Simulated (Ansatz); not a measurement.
# Na2Ta: the cost of one run

Computed with Ansatz 0.2.0 (DFT PBE, scalar-relativistic, plane waves, PAW, unless a step's input says otherwise).

### Step 1. The system as given

Symmetry: P6/mmm, No. 191, hexagonal system. Conventional cell: a = 3.877 Å, b = 3.877 Å, c = 4.186 Å, α = 90.00°, β = 90.00°, γ = 120.00°. Na (site symmetry -6m2) has 3 Na at 2.24 Å as nearest neighbours. Around Ta (site symmetry 6/mmm) lie 12 Na at 3.06 Å.

Coordinates:

```cif
data_structure
_symmetry_space_group_name_H-M 'P6/mmm'
_symmetry_Int_Tables_number 191
_cell_length_a 3.8768
_cell_length_b 3.8768
_cell_length_c 4.1859
_cell_angle_alpha 90.000
_cell_angle_beta 90.000
_cell_angle_gamma 120.000
_cell_volume 54.48
loop_
_atom_site_label
_atom_site_type_symbol
_atom_site_symmetry_multiplicity
_atom_site_Wyckoff_symbol
_atom_site_fract_x
_atom_site_fract_y
_atom_site_fract_z
_atom_site_occupancy
Na1 Na 2 d 0.33333 0.66667 0.50000 1
Ta1 Ta 1 a 0.00000 0.00000 0.00000 1
```

(A quick probe on a coarse mesh, which set the mesh and smearing, is not shown.)

### Step 3. A loose first relaxation

Contents of input.yaml:

```yaml
crystal:
  lattice:
    - [3.8768022183, 0.0, 0.0]
    - [-1.9384011092, 3.3574092065, 0.0]
    - [0.0, 0.0, 4.1859160165]
  atoms:
    - { symbol: Na, position: [0.3333333333, 0.6666666667, 0.5] }
    - { symbol: Na, position: [0.6666666667, 0.3333333333, 0.5] }
    - { symbol: Ta, position: [0.0, 0.0, 0.0] }
basis:
  ecutwfc: 420
kpoints:
  mp_grid: { grid: [6, 6, 4] }
hamiltonian:
  xc: pbe
scf:
  occupations: { method: gaussian, width: 0.1 }
  lower_state_search: "off"
output:
  forces: true
  stress: true
  eigenvalues: true
relax:
  adjacent_minimum: "off"
  f_tol: 0.04
  max_steps: 70
  cell: { stress_tol: 0.4 }
```

Run with:

```bash
$ ansatz run input.yaml --threads 1 --pin off --max-ram 2560MiB --backend cpu --events-out ev --progress --plain --runs-dir out
```

Q: Estimate wall time and peak memory on 1 thread of Intel Xeon Platinum 8488C (Sapphire Rapids), shared host.

About 15 s, with a peak of 0.37 GiB.
